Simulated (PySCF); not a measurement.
# C₅H₈Si: electronic excitations at several levels of theory, part 2 of 2

PySCF 2.14.0. Atoms count from 0.

### 9 TDDFT and polarisability: wB97X-D/def2-SVPD

Job settings and geometry (Å):

```
{"job": {"kind": "uv", "xc": "wB97X-D", "basis": "def2-SVPD", "ip": true}, "charge": 0, "multiplicity": 1}
C      3.102050     0.923747    -0.247829
C      2.288554     0.697330     0.794896
C      1.047187     0.007314     0.725749
C     -0.014775    -0.587350     0.698039
C     -1.307415    -1.235640     0.631600
Si    -2.655647    -0.030984     0.039119
H      2.850484     0.576996    -1.253272
H      4.042099     1.463948    -0.115213
H      2.578790     1.063621     1.787591
H     -1.604170    -1.630474     1.618681
H     -1.283539    -2.094140    -0.062075
H     -3.966281    -0.749634    -0.015264
H     -2.313481     0.475743    -1.321725
H     -2.760260     1.114653     0.989055
```

Method: TDDFT wB97X-D/def2-SVPD, vertical, gas phase, core orbitals frozen in the response.

Standard output:

```text
coarse grid: 12016 points
cycle   1  E = -484.3505226677  dE =  5.690e-01  |g| = 2.720e-01  |ddm| = 8.305e+00
cycle   2  E = -484.3700108875  dE = -1.949e-02  |g| = 1.463e-01  |ddm| = 2.063e+00
cycle   3  E = -484.3753037305  dE = -5.293e-03  |g| = 5.507e-02  |ddm| = 4.673e-01
cycle   4  E = -484.3759064283  dE = -6.027e-04  |g| = 3.155e-02  |ddm| = 1.797e-01
cycle   5  E = -484.3761546812  dE = -2.483e-04  |g| = 4.696e-03  |ddm| = 8.097e-02
cycle   6  E = -484.3761615472  dE = -6.866e-06  |g| = 1.611e-03  |ddm| = 2.430e-02
final grid: 110944 points
cycle   7  E = -484.4488464166  dE = -7.483e-05  |g| = 3.320e-03  |ddm| = 3.336e-01
cycle   8  E = -484.4488479511  dE = -1.534e-06  |g| = 2.509e-03  |ddm| = 2.697e-02
cycle   9  E = -484.4488494674  dE = -1.516e-06  |g| = 6.924e-04  |ddm| = 5.738e-03
cycle  10  E = -484.4488495748  dE = -1.074e-07  |g| = 3.411e-04  |ddm| = 2.675e-03
cycle  11  E = -484.4488496033  dE = -2.848e-08  |g| = 8.646e-05  |ddm| = 8.137e-04
cycle  12  E = -484.4488496054  dE = -2.172e-09  |g| = 2.623e-05  |ddm| = 2.351e-04
cycle  13  E = -484.4488496057  dE = -2.620e-10  |g| = 7.485e-06  |ddm| = 8.771e-05
converged SCF energy = -484.4488496057

Static polarisability (au): isotropic 95.104, principal 69.638 74.588 141.087

Singlet excitations
state   eV       nm        f      main configurations
  1   5.3209    233.0   0.07681   H-1->L 0.76, H->L 0.17
  2   5.4021    229.5   0.33395   H->L 0.69, H-1->L 0.19
  3   5.9715    207.6   0.00344   H->L+3 0.49, H->L+2 0.17, H->L+1 0.09
  4   6.5244    190.0   0.00043   H->L+1 0.71, H->L+4 0.11
  5   7.2588    170.8   0.04013   H-1->L+1 0.81
  6   7.3781    168.0   0.00113   H->L+4 0.50, H->L+3 0.19
  7   7.5201    164.9   0.51382   H-1->L+3 0.25, H-2->L 0.20, H->L 0.08
  8   7.6521    162.0   0.00301   H->L+2 0.46, H->L+5 0.23, H->L+3 0.12
  9   7.8278    158.4   0.01713   H->L+6 0.56, H->L+5 0.20
 10   7.9533    155.9   0.07168   H->L+5 0.31, H-2->L 0.16, H->L+2 0.13

Triplet excitations (Tamm-Dancoff, eV): 3.4319 5.0666 5.5396 5.7485
Vertical ionisation energy (delta-SCF) = 8.5434 eV
```

Run time: 1.8 min. Hardware: 1 thread of Arm Neoverse N1, shared host; peak memory 0.9 GiB.

In short: HOMO -8.39 eV, LUMO 0.93 eV; lowest singlet 5.32 eV.

### 10 TDDFT and polarisability: LC-wPBE/def2-SVPD

Same as in step 9 but for these lines:

```diff
@@ -1,2 +1,2 @@
-{"job": {"kind": "uv", "xc": "wB97X-D", "basis": "def2-SVPD", "ip": true}, "charge": 0, "multiplicity": 1}
+{"job": {"kind": "uv", "xc": "LC-wPBE", "basis": "def2-SVPD", "ip": true}, "charge": 0, "multiplicity": 1}
 C      3.102050     0.923747    -0.247829
```

Level: TDDFT LC-wPBE/def2-SVPD, vertical, gas phase, core orbitals frozen in the response.

Standard output:

```text
coarse grid: 12016 points
cycle   1  E = -484.1705279532  dE =  6.515e-01  |g| = 2.839e-01  |ddm| = 8.553e+00
cycle   2  E = -484.1976034863  dE = -2.708e-02  |g| = 1.328e-01  |ddm| = 2.487e+00
cycle   3  E = -484.2016565649  dE = -4.053e-03  |g| = 6.480e-02  |ddm| = 5.378e-01
cycle   4  E = -484.2026711837  dE = -1.015e-03  |g| = 2.755e-02  |ddm| = 2.864e-01
cycle   5  E = -484.2028611982  dE = -1.900e-04  |g| = 5.415e-03  |ddm| = 8.240e-02
cycle   6  E = -484.2028699955  dE = -8.797e-06  |g| = 1.727e-03  |ddm| = 2.494e-02
final grid: 110944 points
cycle   7  E = -484.2879735276  dE = -1.776e-05  |g| = 2.946e-03  |ddm| = 9.774e-02
cycle   8  E = -484.2879747725  dE = -1.245e-06  |g| = 2.314e-03  |ddm| = 1.864e-02
cycle   9  E = -484.2879760084  dE = -1.236e-06  |g| = 5.133e-04  |ddm| = 4.273e-03
cycle  10  E = -484.2879760775  dE = -6.914e-08  |g| = 1.971e-04  |ddm| = 1.382e-03
cycle  11  E = -484.2879760931  dE = -1.563e-08  |g| = 6.300e-05  |ddm| = 8.472e-04
cycle  12  E = -484.2879760952  dE = -2.091e-09  |g| = 2.512e-05  |ddm| = 2.077e-04
cycle  13  E = -484.2879760957  dE = -4.692e-10  |g| = 8.304e-06  |ddm| = 1.157e-04
converged SCF energy = -484.2879760957

Static polarisability (au): isotropic 91.677, principal 67.556 72.734 134.740

Singlet excitations
state   eV       nm        f      main configurations
  1   5.5512    223.3   0.12361   H-1->L 0.58, H->L 0.28
  2   5.6201    220.6   0.27344   H->L 0.56, H-1->L 0.29
  3   6.1722    200.9   0.00293   H->L+3 0.34, H->L+4 0.14, H->L+9 0.09
  4   7.0116    176.8   0.00073   H->L+1 0.62, H->L+2 0.10
  5   7.6716    161.6   0.54279   H-2->L 0.21, H-1->L+3 0.14, H-1->L+4 0.10
  6   7.7964    159.0   0.00441   H-1->L+1 0.62, H-1->L+2 0.11
  7   7.8831    157.3   0.00719   H->L+3 0.45, H->L+4 0.14
  8   8.2254    150.7   0.00067   H-5->L 0.28, H->L+5 0.23, H-6->L 0.15
  9   8.2649    150.0   0.00267   H->L+5 0.25, H->L+2 0.19, H-5->L 0.14
 10   8.3508    148.5   0.01277   H->L+6 0.23, H-5->L 0.14, H->L+4 0.14

Triplet excitations (Tamm-Dancoff, eV): 3.3004 5.1368 5.3600 5.7640
Vertical ionisation energy (delta-SCF) = 8.7085 eV
```

Run time: 2.5 min. Hardware: 1 thread of Arm Neoverse N1, shared host; peak memory 0.91 GiB.

This run: HOMO -9.16 eV, LUMO 1.37 eV; lowest singlet 5.55 eV.

### 11 Ultraviolet spectrum: PBE0/6-31G*

Same as in step 10 but for these lines:

```diff
@@ -1,2 +1,2 @@
-{"job": {"kind": "uv", "xc": "LC-wPBE", "basis": "def2-SVPD", "ip": true}, "charge": 0, "multiplicity": 1}
+{"job": {"kind": "uv", "xc": "PBE0", "basis": "6-31G*"}, "charge": 0, "multiplicity": 1}
 C      3.102050     0.923747    -0.247829
```

Level: TDDFT PBE0/6-31G*, vertical, gas phase, core orbitals frozen in the response.

Standard output:

```text
coarse grid: 12016 points
cycle   1  E = -484.3789720478  dE =  4.979e-01  |g| = 3.515e-01  |ddm| = 3.682e+00
cycle   2  E = -484.3878119862  dE = -8.840e-03  |g| = 3.010e-01  |ddm| = 7.711e-01
cycle   3  E = -484.4133745072  dE = -2.556e-02  |g| = 7.474e-02  |ddm| = 4.210e-01
cycle   4  E = -484.4142843838  dE = -9.099e-04  |g| = 4.576e-02  |ddm| = 1.017e-01
cycle   5  E = -484.4148201169  dE = -5.357e-04  |g| = 5.622e-03  |ddm| = 4.491e-02
cycle   6  E = -484.4148270873  dE = -6.970e-06  |g| = 2.254e-03  |ddm| = 8.911e-03
final grid: 110944 points
cycle   7  E = -484.3557410843  dE = -1.501e-05  |g| = 6.845e-03  |ddm| = 2.896e-02
cycle   8  E = -484.3557331982  dE =  7.886e-06  |g| = 8.903e-03  |ddm| = 1.449e-02
cycle   9  E = -484.3557530855  dE = -1.989e-05  |g| = 1.843e-03  |ddm| = 8.949e-03
cycle  10  E = -484.3557539927  dE = -9.072e-07  |g| = 3.174e-04  |ddm| = 1.982e-03
cycle  11  E = -484.3557540135  dE = -2.081e-08  |g| = 1.412e-04  |ddm| = 4.026e-04
cycle  12  E = -484.3557540188  dE = -5.236e-09  |g| = 3.829e-05  |ddm| = 1.632e-04
cycle  13  E = -484.3557540191  dE = -3.870e-10  |g| = 6.562e-06  |ddm| = 4.427e-05
converged SCF energy = -484.3557540191

Static polarisability (au): isotropic 78.534, principal 47.823 59.099 128.681

Singlet excitations
state   eV       nm        f      main configurations
  1   5.1987    238.5   0.01031   H-1->L 0.95
  2   5.4174    228.9   0.39251   H->L 0.83, H-1->L+2 0.09
  3   6.0170    206.1   0.00214   H->L+2 0.91
  4   6.4495    192.2   0.01484   H->L+1 0.94
  5   7.2326    171.4   0.00603   H-1->L+1 0.99
  6   7.5239    164.8   0.02746   H->L+4 0.75, H-2->L 0.20
  7   7.5440    164.3   0.00027   H->L+3 0.95
  8   7.7493    160.0   0.67706   H-1->L+2 0.48, H-2->L 0.23, H->L 0.11
  9   7.8661    157.6   0.06634   H-2->L 0.36, H->L+5 0.33, H-1->L+2 0.14
 10   8.2342    150.6   0.00081   H-6->L 0.62, H-5->L 0.19

Triplet excitations (Tamm-Dancoff, eV): 3.2728 4.8589 5.3928 5.6923
```

Run time: 16 s. Hardware: 1 thread of Arm Neoverse N1, shared host; peak memory 0.58 GiB.

In short: HOMO -6.33 eV, LUMO -0.37 eV; lowest singlet 5.20 eV.

### 12 Excited states and response: PBE0/def2-SVP

Same as in step 11 but for these lines:

```diff
@@ -1,2 +1,2 @@
-{"job": {"kind": "uv", "xc": "PBE0", "basis": "6-31G*"}, "charge": 0, "multiplicity": 1}
+{"job": {"kind": "uv", "xc": "PBE0", "basis": "def2-SVP"}, "charge": 0, "multiplicity": 1}
 C      3.102050     0.923747    -0.247829
```

Method: TDDFT PBE0/def2-SVP, vertical, gas phase, core orbitals frozen in the response.

Standard output:

```text
coarse grid: 12016 points
cycle   1  E = -484.0543344829  dE =  4.469e-01  |g| = 3.193e-01  |ddm| = 3.921e+00
cycle   2  E = -484.0615775993  dE = -7.243e-03  |g| = 2.749e-01  |ddm| = 7.257e-01
cycle   3  E = -484.0826649482  dE = -2.109e-02  |g| = 7.389e-02  |ddm| = 3.734e-01
cycle   4  E = -484.0835063610  dE = -8.414e-04  |g| = 4.756e-02  |ddm| = 1.003e-01
cycle   5  E = -484.0840891027  dE = -5.827e-04  |g| = 5.519e-03  |ddm| = 4.442e-02
cycle   6  E = -484.0840952592  dE = -6.157e-06  |g| = 2.651e-03  |ddm| = 8.394e-03
final grid: 110944 points
cycle   7  E = -484.1508005170  dE = -1.150e-05  |g| = 6.923e-03  |ddm| = 2.357e-02
cycle   8  E = -484.1507873472  dE =  1.317e-05  |g| = 9.926e-03  |ddm| = 1.484e-02
cycle   9  E = -484.1508126684  dE = -2.532e-05  |g| = 1.778e-03  |ddm| = 9.469e-03
cycle  10  E = -484.1508135177  dE = -8.493e-07  |g| = 3.219e-04  |ddm| = 1.820e-03
cycle  11  E = -484.1508135416  dE = -2.389e-08  |g| = 1.185e-04  |ddm| = 3.966e-04
cycle  12  E = -484.1508135453  dE = -3.728e-09  |g| = 3.063e-05  |ddm| = 1.368e-04
cycle  13  E = -484.1508135455  dE = -2.498e-10  |g| = 5.540e-06  |ddm| = 3.654e-05
converged SCF energy = -484.1508135455

Static polarisability (au): isotropic 84.194, principal 54.519 63.881 134.183

Singlet excitations
state   eV       nm        f      main configurations
  1   5.1743    239.6   0.01249   H-1->L 0.95
  2   5.3805    230.4   0.40507   H->L 0.83
  3   5.9898    207.0   0.00218   H->L+2 0.84, H->L+1 0.11
  4   6.6299    187.0   0.00843   H->L+1 0.87, H->L+2 0.12
  5   7.4272    166.9   0.00511   H-1->L+1 0.88
  6   7.4440    166.6   0.01944   H->L+4 0.60, H-2->L 0.19, H->L+3 0.12
  7   7.5350    164.5   0.00192   H->L+3 0.80, H->L+4 0.17
  8   7.6597    161.9   0.68678   H-1->L+2 0.48, H-2->L 0.25, H->L 0.11
  9   7.7900    159.2   0.04836   H->L+5 0.36, H-2->L 0.32, H-1->L+2 0.12
 10   8.0267    154.5   0.00098   H-6->L 0.40, H-5->L 0.27, H->L+6 0.15

Triplet excitations (Tamm-Dancoff, eV): 3.2701 4.8450 5.3990 5.6777
```

It took 20 s on 1 thread of Arm Neoverse N1, shared host; peak memory 0.66 GiB.

In short: HOMO -6.57 eV, LUMO -0.65 eV; lowest singlet 5.17 eV.

### 13 Comparing the runs: electronic excitations

Excitations and ground-state properties, with basis size and wall time:

```csv
run,lowest singlet (eV),brightest (eV),f,gap (eV),α (Å³),μ (D),functions,time
LDA/def2-SVPD,4.67,4.94,0.419,3.88,15.14,0.69,188,2.5 min
PBE/def2-SVPD,4.71,4.95,0.408,3.92,14.90,0.65,188,2.6 min
B3LYP/def2-SVPD,5.03,5.16,0.382,5.42,14.43,0.59,188,2.1 min
PBE0/def2-SVPD,5.13,7.38,0.506,5.83,14.29,0.57,188,99 s
BHandHLYP/def2-SVPD,5.37,7.48,0.486,7.74,13.87,0.51,188,93 s
CAM-B3LYP/def2-SVPD,5.31,7.46,0.433,8.14,14.05,0.54,188,1.9 min
wB97X-D/def2-SVPD,5.32,7.52,0.514,9.31,14.09,0.53,188,1.8 min
LC-wPBE/def2-SVPD,5.55,7.67,0.543,10.54,13.59,0.49,188,2.5 min
PBE0/6-31G*,5.20,7.75,0.677,5.95,11.64,0.56,104,16 s
PBE0/def2-SVP,5.17,7.66,0.687,5.92,12.48,0.52,128,20 s
```

### 14 Summary of results

This closing draws on all 2 parts.

| quantity | value |
| --- | --- |
| point group | C1 |
| rotational constants (main isotopes) | 8.98, 1.00, 0.95 GHz |
| lowest singlet (LDA/def2-SVPD) | 4.67 eV (266 nm), f = 0.009 |
| brightest single state of those computed | state 2, 4.94 eV, f = 0.419 |
| lowest triplet | 3.42 eV |
| vertical ionisation energy (ΔSCF) | 8.59 eV |
| vertical electron affinity (ΔSCF) | -0.51 eV (unbound: the value hangs on the basis) |
| range of the lowest singlet | 4.67 to 5.55 eV |

In words: Single values in the summary come from the first run of each kind that ended normally (LDA/def2-SVPD), which need not be the best level. The optimisation took 7 steps and gained 0.312 eV; among the close pairs (by a distance rule), C2–C3 changed most, from 1.155 to 1.217 Å. No frequency check was run at this level, so the end point may be a saddle. The first singlet state (HOMO−1→LUMO 0.97) lies at 4.67 eV and is weak; of the 10 states computed, the strongest absorption comes from state 2 at 4.94 eV. The lowest triplet lies 1.25 eV below the lowest singlet (triplets in Tamm-Dancoff, singlets in full TDDFT). The orbital energy would give 5.81 eV for ionisation, ΔSCF gives 8.59 eV. The lowest singlet runs from 4.67 eV (LDA/def2-SVPD) to 5.55 eV (LC-wPBE/def2-SVPD), while the orbital gap spans 3.88 to 10.54 eV. The lowest state need not be the same one in every run. The runs solved for a few states only, so the brightest column depends on that window.
